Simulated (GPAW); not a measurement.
Runs of GPAW 26.7.0 on BiTe. Symmetry: R-3m, No. 166, trigonal system. The conventional cell has a = 4.845 Å, b = 4.845 Å, c = 9.952 Å, α = 90.00°, β = 90.00°, γ = 120.00°. Bi (site symmetry -3m) has 6 Te at 3.25 Å as nearest neighbours. Te (site symmetry -3m) is surrounded by 6 Bi at 3.25 Å. The cell comes from a database or a generator and needn't be the stable form of this composition.

```tsv
task	level	potentials or basis	cell	k mesh	gap on the mesh (eV)	pressure (GPa)	V0 of scaled cells (Å³/atom)	B0 (GPa)
single point	PBE	GPAW PAW data sets (gpaw-data 1.2.1), pw	atoms moved at random, drawn with an rms of 0.05 Å	7 × 7 × 7	none	0.0	-	-
single point	PBE	GPAW PAW data sets (gpaw-data 1.2.1), pw	as given	7 × 7 × 7	none	-0.1	-	-
equation of state	PBE	GPAW PAW data sets (gpaw-data 1.2.1), pw	as given	7 × 7 × 7	-	-	(b)	48
equation of state	PBEsol	PAW data sets generated in the run's folder for this functional, pw	as given	6 × 6 × 6	-	-	(a)	56
```

Alike in all rows: no spin polarisation; cutoff (eV) 600; smearing fermi-dirac 0.05 eV.

Fill in the values left out.

(a) 31.90; (b) 33.70.

Caveats: spin-orbit coupling is left out, which moves the levels of the heavy elements; the cell was scaled at fixed shape and fractional positions, which overstates the stiffness of a crystal with free parameters, most of all of layers and chains (some runs).

A k mesh can miss the band edges, and the runs leave out spin-orbit coupling on Bi, Te.

A gap of «none» marks a metal or a gap under the smearing width.
